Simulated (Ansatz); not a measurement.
# TiSb: the cost of one run

Computed with Ansatz 0.2.0 (DFT LDA, scalar-relativistic, unless a step's input says otherwise).

### 1 The system as given

The structure is hexagonal, space group P6_3/mmc (No. 194). The conventional cell has a = 4.103 Å, b = 4.103 Å, c = 6.284 Å, α = 90.00°, β = 90.00°, γ = 120.00°. Ti (site symmetry -3m) has 6 Sb at 2.84 Å and 2 Ti at 3.14 Å as nearest neighbours. Sb (site symmetry -6m2) is surrounded by 6 Ti at 2.84 Å.

Structure file:

```xyz
4
Lattice="4.1033 0.0000 0.0000 -2.0516 3.5536 0.0000 0.0000 0.0000 6.2836" Properties=species:S:1:pos:R:3 pbc="T T T"
Ti    0.0000    0.0000    0.0000
Ti    0.0000    0.0000    3.1418
Sb    0.0000    2.3690    1.5709
Sb    2.0516    1.1845    4.7127
```

Atoms are numbered in the order of the input: Ti1, Ti2, Sb3, Sb4.

### 2 Volume × 0.94, LAPW

File input.yaml:

```yaml
crystal:
  lattice:
    - [4.0195348148, 0.0, 0.0]
    - [-2.0097674075, 3.4810192611, 0.0]
    - [0.0, 0.0, 6.1553272727]
  atoms:
    - { symbol: Ti, position: [0.0, 0.0, 0.0] }
    - { symbol: Ti, position: [0.0, 0.0, 0.5] }
    - { symbol: Sb, position: [0.3333333333, 0.6666666667, 0.25] }
    - { symbol: Sb, position: [0.6666666667, 0.3333333333, 0.75] }
kpoints:
  mp_grid: { grid: [12, 12, 7] }
  band_path:
    path:
      - [0.0, 0.0, 0.0]
      - [0.5, 0.0, 0.0]
      - [0.3333333333, 0.3333333333, 0.0]
      - [0.0, 0.0, 0.0]
      - [0.0, 0.0, 0.5]
      - [0.5, 0.0, 0.5]
      - [0.3333333333, 0.3333333333, 0.5]
      - [0.0, 0.0, 0.5]
      - [0.5, 0.0, 0.5]
    npoints: 5
scf:
  occupations: { method: fermi_dirac, width: 0.03 }
hamiltonian:
  xc: lda
  pseudopotentials: { kind: all_electron, lapw: { basis_error: 0.001 } }
output:
  forces: true
  stress: true
  eigenvalues: true
```

Launch:

```sh
ansatz run input.yaml --threads 1 --pin off --max-ram 4096MiB --backend cpu --events-out ev --progress --plain --runs-dir out
```

**Question.** How long does this run take on 1 thread of Arm Neoverse V1, shared host, and how much memory does it need?

About 98 s, with a peak of 0.7 GiB.
